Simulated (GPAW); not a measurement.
# VWC2 (R-3m) in GPAW: reference runs

Aim: a first look at VWC2 with PBE, on the cell as given.

Everything below comes from runs of GPAW 26.7.0. Logs are shortened: lines on timing, memory, paths and dates and some standing lists are left out, and cuts for length are marked. The log counts tension as positive stress, the text compression.

## Step 1: The crystal as given

The structure is trigonal, space group R-3m (No. 166). The conventional cell has a = 3.034 Å, b = 3.034 Å, c = 14.802 Å, α = 90.00°, β = 90.00°, γ = 120.00°. Around W (site symmetry -3m) lie 6 C at 2.17 Å. Around V (site symmetry -3m) lie 6 C at 2.11 Å. C (site symmetry 3m) is surrounded by 3 V at 2.11 Å and 3 W at 2.17 Å.

The cell comes from a database or a generator and needn't be the stable form of this composition.

## Step 2: Single point, PBE, collinear spin, ferromagnetic start

Contents of run.py:

```python
from ase import Atoms
from ase.dft.bandgap import bandgap
from ase.io import write
from ase.units import Bohr, GPa
from gpaw import GPAW, PW
from gpaw.elf import elf_from_dft_calculation

atoms = Atoms(['W', 'V', 'C', 'C'],
              cell=[[1.5170411163, 0.8758640969, 4.933893193],
                    [-1.5170411163, 0.8758640969, 4.933893193],
                    [0.0, -1.7517281937, 4.933893193]],
              scaled_positions=[[0.0, 0.0, 0.0],
                                [0.5, 0.5, 0.5],
                                [0.246494, 0.246494, 0.246494],
                                [0.753506, 0.753506, 0.753506]],
              pbc=True)
atoms.set_initial_magnetic_moments([0.0, 2.0, 0.0, 0.0])

calc = GPAW(mode=PW(800),
            xc='PBE',
            kpts={'size': (10, 10, 10), 'gamma': True},
            occupations={'name': 'fermi-dirac', 'width': 0.05},
            nbands=33,
            convergence={'density': 1e-05, 'energy': 1e-05},
            maxiter=150,
            txt='gpaw.txt')
atoms.calc = calc
energy = atoms.get_potential_energy()
forces = atoms.get_forces()
stress = atoms.get_stress()
calc.write('gs.gpw')
write('result.traj', atoms)
print(f'Energy: {energy:.6f} eV')
print('Forces (eV/A):')
print(forces.round(4))
print('Stress (GPa):', (stress / GPa).round(3))
print('Moments:', calc.get_magnetic_moments().round(3))
print('Fermi level:', round(calc.get_fermi_level(), 4), 'eV')
print(f'Gap: {bandgap(calc)[0]:.4f} eV, direct: {bandgap(calc, direct=True)[0]:.4f} eV')

# fields on the real-space grid
write('density.cube', atoms, data=calc.get_pseudo_density() * Bohr**3)
write('potential.cube', atoms, data=calc.get_electrostatic_potential())
write('spin.cube', atoms, data=(calc.get_pseudo_density(spin=0) - calc.get_pseudo_density(spin=1)) * Bohr**3)
write('elf.cube', atoms, data=elf_from_dft_calculation(calc).data)
```

Potentials or basis: GPAW PAW data sets (gpaw-data 1.2.1), pw.

Command:

```console
$ OMP_NUM_THREADS=1 python run.py
```

gpaw.txt:

```text
__  _  _
 | _ |_)|_||  |
 |__||  | ||/\| - 26.7.0

Input parameters:
  mode=PW(ecut=800.0),
  convergence={'density': 1e-05, 'energy': 1e-05},
  kpts=MonkhorstPack(size=(10, 10, 10), gamma=True),
  maxiter=150,
  nbands=33,
  occupations=Occupations(name='fermi-dirac', width=0.05),
  xc=XC(name='PBE')

Diagonalizing LCAO Hamiltonian
Converting LCAO to pw mode

       C

       V

       C

       W

Atoms  # Å, Bohr magnetons
|   | symbol |         x |        y |         z |    initial magnetic moments |
|---|--------|-----------|----------|-----------|-----------------------------|
| 0 |      W |  0.000000 | 0.000000 |  0.000000 | ( 0.0000,  0.0000,  0.0000) |
| 1 |      V |  0.000000 | 0.000000 |  7.400840 | ( 0.0000,  0.0000,  2.0000) |
| 2 |      C | -0.000000 | 0.000000 |  3.648525 | ( 0.0000,  0.0000,  0.0000) |
| 3 |      C |  0.000000 | 0.000000 | 11.153154 | ( 0.0000,  0.0000,  0.0000) |

Unit cell  # Å
| periodic |         x |         y |        z |  lengths |    angles |
|----------|-----------|-----------|----------|----------|-----------|
|      yes |  1.517041 |  0.875864 | 4.933893 | 5.235633 | 33.686355 |
|      yes | -1.517041 |  0.875864 | 4.933893 | 5.235633 | 33.686355 |
|      yes |  0.000000 | -1.751728 | 4.933893 | 5.235633 | 33.686355 |

Number of symmetries: 12
Symmetry operations  # r_c * U_cc + t_c -> r_c
|    | kind |            matrix            |
|----|------|------------------------------|
|  0 |  E   |  1, 0, 0,  0, 1, 0,  0, 0, 1 |
|  1 |  σ   |  1, 0, 0,  0, 0, 1,  0, 1, 0 |
|  2 |  σ   |  0, 1, 0,  1, 0, 0,  0, 0, 1 |
|  3 |  C3  |  0, 1, 0,  0, 0, 1,  1, 0, 0 |
|  4 |  C3  |  0, 0, 1,  1, 0, 0,  0, 1, 0 |
|  5 |  σ   |  0, 0, 1,  0, 1, 0,  1, 0, 0 |
|  6 |  C2  |  0, 0,-1,  0,-1, 0, -1, 0, 0 |
|  7 |  S6  |  0, 0,-1, -1, 0, 0,  0,-1, 0 |
|  8 |  S6  |  0,-1, 0,  0, 0,-1, -1, 0, 0 |
|  9 |  C2  |  0,-1, 0, -1, 0, 0,  0, 0,-1 |
| 10 |  C2  | -1, 0, 0,  0, 0,-1,  0,-1, 0 |
| 11 |  i   | -1, 0, 0,  0,-1, 0,  0, 0,-1 |

BZ-sampling:
  Number of BZ points: 1000
  Number of IBZ points: 116

  Monkhorst-Pack size: [10, 10, 10]
  Monkhorst-Pack shift: [0.05, 0.05, 0.05]

K-points  # in reciprocal-cell coordinates
|     |                                coordinates |     weight |
|-----|--------------------------------------------|------------|
|   0 | (  0.00000000,   0.00000000,   0.00000000) | 0.00100000 |
|   1 | (  0.10000000,   0.00000000,  -0.10000000) | 0.00600000 |
|   2 | (  0.10000000,   0.00000000,   0.00000000) | 0.00600000 |
|   3 | (  0.10000000,   0.10000000,  -0.10000000) | 0.00600000 |
|   4 | (  0.10000000,   0.10000000,   0.00000000) | 0.00600000 |
|   5 | (  0.10000000,   0.10000000,   0.10000000) | 0.00200000 |
|   6 | (  0.20000000,  -0.10000000,  -0.10000000) | 0.00600000 |
|   7 | (  0.20000000,   0.00000000,  -0.20000000) | 0.00600000 |
|   8 | (  0.20000000,   0.00000000,  -0.10000000) | 0.01200000 |
|   9 | (  0.20000000,   0.00000000,   0.00000000) | 0.00600000 |
| ... |                                            |            |
| 115 | (  0.50000000,   0.50000000,   0.50000000) | 0.00100000 |

Plane wave coefficients: 2040
Cutoff: 800.0 eV

Spin-components: 2 (collinear spins)
Bands:           33
Projectors:      22
Spin-degeneracy: 1
Datatype:        complex128

Parallelization:
  kpt:    1
  domain: 1
  band:   1

Density:
  Valence electrons: 35.0
  Components: 2
  Grid points: [35 35 35]
  Charge: 0.0  # |e|

Potential:
  Grid points: [35 35 35]

species:
  W:
    name:    Tungsten
    Z:       74.0
    valence: 14
    core:    60
    charge:  0.0  # [|e|]
    compensation charges:
      type: gauss
      rc: 0.40  # [Å]
      lmax: 2
    cutoffs:
      filter: 2.36  # [Å]
      core: 3.02  # [Å]
    projectors
    | kind |    occ | energy [eV] | rcut [Å] |
    |------|--------|-------------|----------|
    |   5s |  2.000 |     -78.830 |    1.344 |
    |   6s |  2.000 |      -5.697 |    1.344 |
    |   5p |  6.000 |     -43.233 |    1.355 |
    |   6p |  0.000 |      -1.367 |    1.355 |
    |   5d |  4.000 |      -4.494 |    1.228 |
    |    d |        |      22.717 |    1.228 |

    Using partial waves for W as LCAO basis

  V:
    name:    Vanadium
    Z:       23.0
    valence: 13
    core:    10
    charge:  0.0  # [|e|]
    compensation charges:
      type: gauss
      rc: 0.37  # [Å]
      lmax: 2
    cutoffs:
      filter: 2.14  # [Å]
      core: 0.96  # [Å]
    projectors
    | kind |    occ | energy [eV] | rcut [Å] |
    |------|--------|-------------|----------|
    |   3s |  2.000 |     -70.222 |    1.254 |
    |   4s |  2.000 |      -4.702 |    1.254 |
    |   3p |  6.000 |     -44.043 |    1.281 |
    |   4p |  0.000 |      -1.444 |    1.281 |
    |   3d |  3.000 |      -5.164 |    1.169 |
    |    d |        |      22.047 |    1.169 |

    Using partial waves for V as LCAO basis

  C:
    name:    Carbon
    Z:       6.0
    valence: 4
    core:    2
    charge:  0.0  # [|e|]
    compensation charges:
      type: gauss
      rc: 0.20  # [Å]
      lmax: 2
    cutoffs:
      filter: 1.14  # [Å]
      core: 1.14  # [Å]
    projectors
    | kind |    occ | energy [eV] | rcut [Å] |
    |------|--------|-------------|----------|
    |   2s |  2.000 |     -13.751 |    0.635 |
    |   2p |  2.000 |      -5.284 |    0.635 |
    |    s |        |      13.461 |    0.635 |
    |    p |        |      21.927 |    0.635 |
    |    d |        |       0.000 |    0.635 |

    Using partial waves for C as LCAO basis

Reference energy: -466647.423448  # eV

eigensolver:
  PPCG
  Converge bands: occupied
  niter=2

density mixing:
  MSR1-Mixer
  Pratt-step length: 0.05
  Maximum mixing coefficient: 0.75
  Old densities: 10
  SVD Regularization: 0.005
  Good broyden scale: 1.0
  Trust region scale: 1.0
  Backstep threshold: 4.0
  History deletion threshold: 6.0
  Fourier metric: weight=20.0, sigma=0.015

occupation numbers:
  Fermi-Dirac:
    width: 0.0500  # eV

poisson solver:
  ecut: 6400.0  # eV

xc functional:
  name: PBE with 2 nearest neighbor stencil

convergence criteria:
- Maximum integral of absolute [dens]ity change: 1e-05 electrons / valence electron
- Maximum [total energy] change in last 3 cyles: 1e-05 eV / valence electron
- Maximum integral of absolute [eigenst]ate change: 4e-08 eV^2 / valence electron
maximum number of iterations: 150

SCF iterations
|iter     | |      energy | eigst |  dens |  magmom |
|---------|-|-------------|-------|-------|---------|
|iter:   1| |  -42.800436 | +0.29 |       |  +2.0028|
|iter:   2| |  -41.356938 | -1.92 | -0.76 |  +1.9398|
|iter:   3| |  -38.813582 | -1.12 | -0.83 |  +1.4245|
|iter:   4| |  -39.160447 | -2.42 | -1.40 |  +1.1950|
|iter:   5| |  -38.863602 | -2.63 | -1.23 |  +1.0904|
|iter:   6| |  -38.906018 | -3.27 | -1.61 |  +0.7224|
|iter:   7| |  -38.921554 | -3.72 | -1.91 |  +0.4560|
|iter:   8| |  -38.936093 | -3.66 | -2.20 |  +0.1989|
|iter:   9| |  -38.940279 | -3.87 | -2.43 |  +0.0853|
|iter:  10| |  -38.941040 | -4.60 | -2.85 |  +0.0365|
|iter:  11| |  -38.941188 | -5.18 | -3.28 |  +0.0035|
|iter:  12| |  -38.941192c| -6.56 | -3.82 |  +0.0005|
|iter:  13| |  -38.941193c| -7.54c| -4.32 |  +0.0009|
|iter:  14| |  -38.941193c| -7.52c| -4.80 |  +0.0001|
|iter:  15| |  -38.941193c| -8.24c| -5.25c|  -0.0001|

Converged in 15 steps
Energy contributions relative to reference atoms: (reference = -466647.423448)

Energy contributions:
  Kinetic:          17.934845
  Coulomb:         -21.201326
  Zero:              0.214616
  External:          0.000000
  Xc:              -35.878950
  Entropy:          -0.020754
  Spinorbit:         0.000000
  ----------------------------
  Free energy:     -38.951570
  Extrapolated:    -38.941193

dipole moment: (0.000000, -0.000000, -55.132698)  # |e|*Ang

Total magnetic moment: (0.000000, 0.000000, -0.000110)

Local magnetic moments
|        x |        y |         z |
|----------|----------|-----------|
| 0.000000 | 0.000000 |  0.000031 |  # W    0
| 0.000000 | 0.000000 | -0.000120 |  # V    1
| 0.000000 | 0.000000 | -0.000000 |  # C    2
| 0.000000 | 0.000000 | -0.000000 |  # C    3

Fermi level: 13.551
Eigenvalues  # (at kpt = [0.000, 0.000, 0.000])
| band index |      eig [eV] | occ [0-1] |      eig [eV] | occ [0-1] |
|------------|---------------|-----------|---------------|-----------|
|          0 |       -61.413 |     1.000 |       -61.413 |     1.000 |
|        ... |               |           |               |           |
|         13 |        11.729 |     1.000 |        11.729 |     1.000 |
|         14 |        11.729 |     1.000 |        11.729 |     1.000 |
|         15 |        11.806 |     1.000 |        11.806 |     1.000 |
|         16 |        13.112 |     1.000 |        13.112 |     1.000 |
|         17 |        13.112 |     1.000 |        13.112 |     1.000 |
|         18 |        13.466 |     0.845 |        13.466 |     0.845 |
[... 8 lines left out ...]
|         27 |        21.912 |     0.000 |        21.912 |     0.000 |
|         28 |        25.405 |     0.000 |        25.405 |     0.000 |
|        ... |               |           |               |           |
|         32 |        37.542 |     0.000 |        37.542 |     0.000 |

No gap
No difference between direct/indirect transitions

Forces  # eV/Ang
|        x |        y |        z |
|----------|----------|----------|
|  0.00000 |  0.00000 |  0.00000 |  # W    0
|  0.00000 |  0.00000 |  0.00000 |  # V    1
| -0.00000 |  0.00000 |  0.18966 |  # C    2
|  0.00000 | -0.00000 | -0.18966 |  # C    3

Stress tensor  # eV/Ang^3
|        x |         y |         z |
|----------|-----------|-----------|
| 0.005358 |  0.000000 |  0.000000 |
| 0.000000 |  0.005358 | -0.000000 |
| 0.000000 | -0.000000 |  0.007871 |

# Writing to gs.gpw (mode='')
```

It took 14 min on 1 thread of AMD EPYC 7B13 (Zen 3), shared host; peak memory 0.57 GiB.

What came out:

```yaml
Free_energy: -38.9516 eV
Pressure: -1.0 GPa
Largest_force: 0.190 eV/Å
Band_gap_on_the_k_mesh: none (metal or under the smearing width)
Net_moment: 0.00 μB per cell
```

Forces in eV/Å, atoms in the order of the input:
```
W    0.000  0.000  0.000
V    0.000  0.000  0.000
C    0.000  0.000  0.190
C    0.000  0.000 -0.190
```

Caveat: the program warned that so skewed a cell can give wrong results.
